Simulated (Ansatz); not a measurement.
Born–Oppenheimer molecular dynamics of a periodic cell of 20 atoms, In8BAs8Cl3 (surface InAs(110), adsorbate BCl3). It starts from a relaxed structure.

Method: Ansatz, DFT PBE, scalar-relativistic, plane waves, PAW. Settings: accuracy low, PAW set soft_1, cutoff 420 eV, k mesh 1x2x1, fermi-dirac smearing 0.1 eV, no spin polarisation.

| Item | Value |
| --- | --- |
| ensemble | NVT, Langevin thermostat |
| time step | 1 fs |
| steps asked | 190 |
| set temperature | 500 K |
| friction | 0.005 /fs |
| atoms held | 2, 3, 5, 8 |
| seed | 425715 |

Frames 1 fs apart, positions in Å.

Velocities at 0 fs (Å/ps):

```
In -1.49 -2.49 -2.14
As 0.00 0.00 0.00
In 0.00 0.00 0.00
As 1.98 0.08 1.06
In 0.00 0.00 0.00
As 1.43 1.56 -0.97
In 1.98 -3.31 -3.67
As 0.00 0.00 0.00
In -2.27 -0.46 -1.75
As -1.84 -2.21 4.20
In 0.25 2.69 -1.74
As 1.91 2.70 3.36
In -0.42 1.60 -2.08
As 1.60 4.96 1.23
In 0.48 -1.56 -1.76
As 0.32 3.03 -1.11
B 4.32 8.61 -7.18
Cl -0.41 -1.77 -3.23
Cl 0.33 3.72 -1.81
Cl 5.16 4.31 -0.04
```

```xyz
20
Lattice="8.6368 0.0000 0.0000 0.0000 6.1071 0.0000 0.0000 0.0000 19.4776" Properties=species:S:1:pos:R:3 time_fs=0 energy_less_start_eV=0.000 T=500
In -0.010 4.893 3.323
As 0.000 0.000 1.000
In 2.159 1.527 1.000
As 6.466 3.307 3.083
In 6.478 1.527 1.000
As 2.151 3.304 3.087
In 4.307 4.900 3.326
As 4.318 0.000 1.000
In 4.315 4.548 7.243
As 4.306 0.360 5.483
In 6.471 1.932 5.436
As 2.151 3.162 7.833
In 2.148 1.946 5.453
As 6.473 3.148 7.805
In -0.009 4.549 7.236
As -0.007 0.356 5.475
B 5.664 3.744 11.765
Cl 4.268 4.614 11.166
Cl 5.504 2.075 12.250
Cl 7.200 4.563 11.896
20
Lattice="8.6368 0.0000 0.0000 0.0000 6.1071 0.0000 0.0000 0.0000 19.4776" Properties=species:S:1:pos:R:3 time_fs=1 energy_less_start_eV=0.001 T=492
In -0.012 4.891 3.321
As 0.000 0.000 1.000
In 2.159 1.527 1.000
As 6.468 3.307 3.084
In 6.478 1.527 1.000
As 2.152 3.306 3.086
In 4.309 4.897 3.323
As 4.318 0.000 1.000
In 4.313 4.548 7.242
As 4.304 0.357 5.487
In 6.471 1.934 5.434
As 2.153 3.165 7.837
In 2.147 1.948 5.451
As 6.475 3.153 7.806
In -0.008 4.547 7.234
As -0.006 0.359 5.474
B 5.668 3.752 11.758
Cl 4.268 4.611 11.163
Cl 5.504 2.078 12.249
Cl 7.206 4.567 11.895
20
Lattice="8.6368 0.0000 0.0000 0.0000 6.1071 0.0000 0.0000 0.0000 19.4776" Properties=species:S:1:pos:R:3 time_fs=2 energy_less_start_eV=0.005 T=461
In -0.013 4.888 3.319
As 0.000 0.000 1.000
In 2.159 1.527 1.000
As 6.470 3.307 3.085
In 6.478 1.527 1.000
As 2.154 3.308 3.085
In 4.310 4.894 3.319
As 4.318 0.000 1.000
In 4.310 4.547 7.239
As 4.302 0.355 5.491
In 6.471 1.937 5.433
As 2.155 3.167 7.840
In 2.147 1.949 5.449
As 6.477 3.158 7.807
In -0.008 4.546 7.232
As -0.006 0.361 5.473
B 5.671 3.760 11.750
Cl 4.268 4.609 11.160
Cl 5.504 2.082 12.247
Cl 7.212 4.571 11.895
20
Lattice="8.6368 0.0000 0.0000 0.0000 6.1071 0.0000 0.0000 0.0000 19.4776" Properties=species:S:1:pos:R:3 time_fs=3 energy_less_start_eV=0.011 T=437
In -0.014 4.885 3.317
As 0.000 0.000 1.000
In 2.159 1.527 1.000
As 6.472 3.307 3.086
In 6.478 1.527 1.000
As 2.155 3.310 3.085
In 4.312 4.891 3.316
As 4.318 0.000 1.000
In 4.308 4.546 7.237
As 4.300 0.353 5.495
In 6.471 1.940 5.432
As 2.157 3.170 7.843
In 2.147 1.950 5.447
As 6.479 3.163 7.808
In -0.007 4.545 7.231
As -0.005 0.364 5.472
B 5.674 3.768 11.743
Cl 4.267 4.607 11.157
Cl 5.504 2.085 12.246
Cl 7.217 4.574 11.895
20
Lattice="8.6368 0.0000 0.0000 0.0000 6.1071 0.0000 0.0000 0.0000 19.4776" Properties=species:S:1:pos:R:3 time_fs=4 energy_less_start_eV=0.020 T=433
In -0.016 4.882 3.314
As 0.000 0.000 1.000
In 2.159 1.527 1.000
As 6.474 3.307 3.087
In 6.478 1.527 1.000
As 2.156 3.312 3.084
In 4.314 4.888 3.312
As 4.318 0.000 1.000
In 4.306 4.546 7.236
As 4.298 0.351 5.498
In 6.471 1.942 5.430
As 2.158 3.172 7.846
In 2.146 1.952 5.445
As 6.480 3.168 7.808
In -0.007 4.544 7.229
As -0.005 0.366 5.471
B 5.678 3.774 11.736
Cl 4.267 4.605 11.155
Cl 5.505 2.088 12.244
Cl 7.222 4.579 11.895
20
Lattice="8.6368 0.0000 0.0000 0.0000 6.1071 0.0000 0.0000 0.0000 19.4776" Properties=species:S:1:pos:R:3 time_fs=5 energy_less_start_eV=0.030 T=434
In -0.018 4.880 3.312
As 0.000 0.000 1.000
In 2.159 1.527 1.000
As 6.475 3.307 3.087
In 6.478 1.527 1.000
As 2.157 3.314 3.083
In 4.316 4.886 3.308
As 4.318 0.000 1.000
In 4.304 4.545 7.234
As 4.297 0.348 5.501
In 6.471 1.945 5.429
As 2.159 3.174 7.849
In 2.146 1.953 5.444
As 6.482 3.173 7.808
In -0.006 4.543 7.228
As -0.004 0.369 5.471
B 5.681 3.780 11.730
Cl 4.267 4.604 11.151
Cl 5.505 2.091 12.242
Cl 7.227 4.582 11.894
20
Lattice="8.6368 0.0000 0.0000 0.0000 6.1071 0.0000 0.0000 0.0000 19.4776" Properties=species:S:1:pos:R:3 time_fs=6 energy_less_start_eV=0.041 T=431
In -0.019 4.877 3.309
As 0.000 0.000 1.000
In 2.159 1.527 1.000
As 6.477 3.307 3.088
In 6.478 1.527 1.000
As 2.158 3.317 3.083
In 4.317 4.883 3.304
As 4.318 0.000 1.000
In 4.301 4.544 7.232
As 4.295 0.346 5.504
In 6.471 1.947 5.428
As 2.160 3.176 7.852
In 2.145 1.955 5.442
As 6.484 3.179 7.808
In -0.005 4.541 7.226
As -0.004 0.372 5.471
B 5.684 3.786 11.723
Cl 4.267 4.602 11.148
Cl 5.506 2.095 12.240
Cl 7.232 4.586 11.893
20
Lattice="8.6368 0.0000 0.0000 0.0000 6.1071 0.0000 0.0000 0.0000 19.4776" Properties=species:S:1:pos:R:3 time_fs=7 energy_less_start_eV=0.053 T=452
In -0.021 4.873 3.307
As 0.000 0.000 1.000
In 2.159 1.527 1.000
As 6.479 3.307 3.089
In 6.478 1.527 1.000
As 2.159 3.319 3.082
In 4.319 4.881 3.301
As 4.318 0.000 1.000
In 4.299 4.544 7.230
As 4.293 0.344 5.508
In 6.471 1.949 5.426
As 2.161 3.179 7.855
In 2.145 1.956 5.440
As 6.486 3.184 7.808
In -0.005 4.540 7.224
As -0.004 0.374 5.471
B 5.687 3.790 11.717
Cl 4.265 4.601 11.144
Cl 5.507 2.098 12.239
Cl 7.236 4.589 11.891
20
Lattice="8.6368 0.0000 0.0000 0.0000 6.1071 0.0000 0.0000 0.0000 19.4776" Properties=species:S:1:pos:R:3 time_fs=8 energy_less_start_eV=0.065 T=413
In -0.022 4.870 3.305
As 0.000 0.000 1.000
In 2.159 1.527 1.000
As 6.481 3.307 3.090
In 6.478 1.527 1.000
As 2.160 3.322 3.082
In 4.322 4.878 3.297
As 4.318 0.000 1.000
In 4.296 4.544 7.228
As 4.291 0.342 5.510
In 6.471 1.952 5.425
As 2.161 3.182 7.858
In 2.144 1.957 5.438
As 6.487 3.189 7.808
In -0.004 4.540 7.223
As -0.003 0.376 5.471
B 5.689 3.794 11.709
Cl 4.263 4.599 11.140
Cl 5.508 2.102 12.237
Cl 7.240 4.593 11.889
20
Lattice="8.6368 0.0000 0.0000 0.0000 6.1071 0.0000 0.0000 0.0000 19.4776" Properties=species:S:1:pos:R:3 time_fs=9 energy_less_start_eV=0.077 T=409
In -0.023 4.867 3.302
As 0.000 0.000 1.000
In 2.159 1.527 1.000
As 6.482 3.306 3.090
In 6.478 1.527 1.000
As 2.161 3.324 3.082
In 4.324 4.876 3.293
As 4.318 0.000 1.000
In 4.294 4.543 7.226
As 4.289 0.340 5.513
In 6.471 1.954 5.423
As 2.162 3.185 7.860
In 2.144 1.959 5.437
As 6.489 3.194 7.808
In -0.004 4.538 7.221
As -0.003 0.378 5.471
B 5.692 3.796 11.702
Cl 4.261 4.598 11.136
Cl 5.510 2.106 12.235
Cl 7.244 4.595 11.888
20
Lattice="8.6368 0.0000 0.0000 0.0000 6.1071 0.0000 0.0000 0.0000 19.4776" Properties=species:S:1:pos:R:3 time_fs=10 energy_less_start_eV=0.089 T=399
In -0.024 4.864 3.300
As 0.000 0.000 1.000
In 2.159 1.527 1.000
As 6.483 3.305 3.090
In 6.478 1.527 1.000
As 2.162 3.327 3.081
In 4.326 4.873 3.290
As 4.318 0.000 1.000
In 4.292 4.543 7.225
As 4.286 0.338 5.516
In 6.472 1.956 5.422
As 2.163 3.188 7.862
In 2.144 1.960 5.435
As 6.490 3.199 7.808
In -0.003 4.537 7.219
As -0.002 0.381 5.471
B 5.695 3.797 11.695
Cl 4.259 4.596 11.131
Cl 5.511 2.110 12.232
Cl 7.248 4.598 11.886
```

Of the whole run (190 fs, mean temperature of the second half 430 K): The mean temperature of the second half is 14 % below the set value. A run of 0.19 ps of so small a system gives no equilibrium averages. Limits of this set-up: coarse k mesh, slab without dipole correction, no dispersion correction for a molecule that may bind weakly, low accuracy level.

The run took 27 min on 2 threads of Arm Neoverse V1, with other jobs on the host, peak memory 1.9 GiB.
